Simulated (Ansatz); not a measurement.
# Ru16CO: the cost of one run

Program: Ansatz 0.2.0. Level of theory: DFT PBE, scalar-relativistic, plane waves, PAW. These are calculated values, not measurements.

## (1) The system as given

Symmetry: P1, No. 1, triclinic system. Conventional cell: a = 5.440 Å, b = 5.440 Å, c = 24.366 Å, α = 90.00°, β = 90.00°, γ = 120.00°. Ru (site symmetry 1) has 9 Ru at 2.66 to 2.72 Å as nearest neighbours. Ru (site symmetry 1) is surrounded by 12 Ru at 2.65 to 2.72 Å. Only part of the 18 independent sites is listed.

As a file:

```cif
data_structure
_symmetry_space_group_name_H-M 'P 1'
_symmetry_Int_Tables_number 1
_cell_length_a 5.4401
_cell_length_b 5.4401
_cell_length_c 24.3659
_cell_angle_alpha 90.000
_cell_angle_beta 90.000
_cell_angle_gamma 120.000
_cell_volume 624.48
loop_
_atom_site_label
_atom_site_type_symbol
_atom_site_fract_x
_atom_site_fract_y
_atom_site_fract_z
_atom_site_occupancy
Ru1 Ru 0.33333 0.16667 0.16416 1
Ru2 Ru 0.33333 0.66667 0.16416 1
Ru3 Ru 0.83333 0.16667 0.16416 1
Ru4 Ru 0.83333 0.66667 0.16416 1
Ru5 Ru 0.16667 0.33333 0.25234 1
Ru6 Ru 0.16667 0.83333 0.25234 1
Ru7 Ru 0.66667 0.33333 0.25234 1
Ru8 Ru 0.66667 0.83333 0.25234 1
Ru9 Ru 0.33333 0.16667 0.34019 1
Ru10 Ru 0.33333 0.66667 0.34019 1
Ru11 Ru 0.83333 0.16667 0.34019 1
Ru12 Ru 0.83333 0.66667 0.34019 1
Ru13 Ru 0.16667 0.33333 0.42543 1
Ru14 Ru 0.16667 0.83333 0.42543 1
Ru15 Ru 0.66667 0.33333 0.42543 1
Ru16 Ru 0.66667 0.83333 0.42543 1
C1 C 0.41667 0.83333 0.49971 1
O1 O 0.41667 0.98411 0.53337 1
```

This is the geometry of the first run shown, built on a cell relaxed beforehand with the same method.

## (2) Plan of the line

Atoms count from 1 in the order of the input.

CO stands on one site of a rigid substrate at a fixed height and bond length while its axis is turned; the height is held at 1.81 Å.

First coordinate, tilt of the C17-O18 axis from the surface normal: 7 values from 0 to 90 °. Second coordinate, azimuth of the C17-O18 axis from a direction equivalent to the long diagonal of the hexagonal surface cell: 12 values from 0 to 330 °, periodic.

Nothing else is relaxed. Points are written as (first, second).

## (3) Point (45°, 30°)

A dipole layer in the vacuum cancels the field that periodic copies would set up if the slab's two faces differ.

Input file input.yaml:

```yaml
crystal:
  lattice:
    - [5.4400501759, 0.0, 0.0]
    - [-2.720025088, 4.7112216502, 0.0]
    - [0.0, 0.0, 24.365916978]
  atoms:
    - { symbol: Ru, position: [0.3333333333, 0.1666666667, 0.1641637376] }
    - { symbol: Ru, position: [0.3333333333, 0.6666666667, 0.1641637376] }
    - { symbol: Ru, position: [0.8333333333, 0.1666666667, 0.1641637376] }
    - { symbol: Ru, position: [0.8333333333, 0.6666666667, 0.1641637376] }
    - { symbol: Ru, position: [0.1666666667, 0.3333333333, 0.2523354552] }
    - { symbol: Ru, position: [0.1666666667, 0.8333333333, 0.2523354552] }
    - { symbol: Ru, position: [0.6666666667, 0.3333333333, 0.2523354552] }
    - { symbol: Ru, position: [0.6666666667, 0.8333333333, 0.2523354552] }
    - { symbol: Ru, position: [0.3333333333, 0.1666666667, 0.3401874899] }
    - { symbol: Ru, position: [0.3333333333, 0.6666666667, 0.3401874899] }
    - { symbol: Ru, position: [0.8333333333, 0.1666666667, 0.3401874899] }
    - { symbol: Ru, position: [0.8333333333, 0.6666666667, 0.3401874899] }
    - { symbol: Ru, position: [0.1666666667, 0.3333333333, 0.4254269186] }
    - { symbol: Ru, position: [0.1666666667, 0.8333333333, 0.4254269186] }
    - { symbol: Ru, position: [0.6666666667, 0.3333333333, 0.4254269186] }
    - { symbol: Ru, position: [0.6666666667, 0.8333333333, 0.4254269186] }
    - { symbol: C, position: [0.4166666667, 0.8333333333, 0.4997110098] }
    - { symbol: O, position: [0.4166666667, 0.9841120651, 0.5333745845] }
basis:
  ecutwfc: 420
kpoints:
  mp_grid: { grid: [6, 6, 1] }
hamiltonian:
  xc: pbe
scf:
  occupations: { method: gaussian, width: 0.1 }
output:
  forces: true
  eigenvalues: true
efield:
  axis: 3
  dipole_correction: true
  ramp_width: 0.04
```

Launch:

```sh
$ ansatz run input.yaml --threads 4 --pin off --max-ram 12288MiB --backend cpu --events-out ev --progress --plain --runs-dir out
```

Q: Estimate wall time and peak memory on 4 threads of Intel Xeon Platinum 8488C (Sapphire Rapids), shared host.

About 34 s, with a peak of 2.8 GiB.
